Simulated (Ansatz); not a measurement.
# B₂FH₅Si: how energies converge with the basis set

The task here is to estimate one member of a computed series from the others.

Method: one geometry, several basis sets; program: Ansatz 0.2.0, Gaussian basis.

Plan: PBE0-D4/def2-SVP; ωB97M-V/def2-SVP; PBE0-D4/def2-QZVPP; ωB97M-V/def2-QZVPP; the functionals' def2-TZVPP values are taken from earlier runs.

## The geometry

An earlier PBE0-D4 in a triple-zeta def2 set relaxation fixed the geometry.

9 atoms, charge 0, spin multiplicity 1.

Atoms are counted from 1 here; the program's logs count them from 0.

Bond lengths: F1–B2 1.328 Å, B2–B3 1.663 Å, B2–H5 1.210 Å, B3–Si4 2.013 Å, B3–H6 1.199 Å, Si4–H7 1.489 Å, Si4–H8 1.487 Å, Si4–H9 1.494 Å. Angles: F1–B2–B3 124.3°, F1–B2–H5 116.1°, B3–B2–H5 119.5°, B2–B3–Si4 123.3°, B2–B3–H6 121.1°, Si4–B3–H6 115.5°, B3–Si4–H7 112.1°, B3–Si4–H8 114.7°, B3–Si4–H9 104.9°, H7–Si4–H8 108.6°, H7–Si4–H9 108.2°, H8–Si4–H9 108.1°.

The first run:

The input, in.yaml:

```yaml
crystal:
  periodic: [false, false, false]
  atoms:
    - {symbol: F, position_ang: [1.412212, 1.443822, -1.812428]}
    - {symbol: B, position_ang: [0.557727, 0.439214, -1.657630]}
    - {symbol: B, position_ang: [-0.551051, 0.333062, -0.423324]}
    - {symbol: Si, position_ang: [-0.142863, -0.505046, 1.360899]}
    - {symbol: H, position_ang: [0.638748, -0.458806, -2.464730]}
    - {symbol: H, position_ang: [-1.678060, 0.716165, -0.568976]}
    - {symbol: H, position_ang: [-1.236848, -1.404309, 1.819910]}
    - {symbol: H, position_ang: [1.141134, -1.253444, 1.417343]}
    - {symbol: H, position_ang: [-0.052398, 0.643042, 2.311836]}
basis:
  gaussian: {orbitals: def2-SVP}
hamiltonian: {xc: pbe0, dispersion: d4}
output: {orbitals: {seedname: orbitals}}
```

Command:

```sh
$ ansatz run in.yaml --threads 2 --pin off --events-out ev --progress --plain --max-ram 4352MiB
```

Among the steps run: PBE0-D4 in def2-SVP; ωB97M-V in def2-SVP; PBE0-D4 in def2-QZVPP; ωB97M-V in def2-QZVPP.

One table of the session follows, with a row left open; its other results are not shown here.

It belongs to the step «Functionals by basis». 

```
functional       basis  HOMO (eV)  LUMO (eV)
   PBE0-D4    def2-SVP      -7.98      -2.59
   PBE0-D4  def2-TZVPP      -8.00      -2.65
   PBE0-D4  def2-QZVPP      -8.01      -2.66
   ωB97M-V    def2-SVP     -10.14      -0.52
   ωB97M-V  def2-TZVPP          ?          ?
   ωB97M-V  def2-QZVPP     -10.20      -0.70
```

Q: Estimate the row for ωB97M-V, def2-TZVPP from the others.

**Answer.** HOMO (eV): -10.19; LUMO (eV): -0.66. In the column «HOMO (eV)» it lies between ωB97M-V, def2-QZVPP (-10.20) and ωB97M-V, def2-SVP (-10.14).
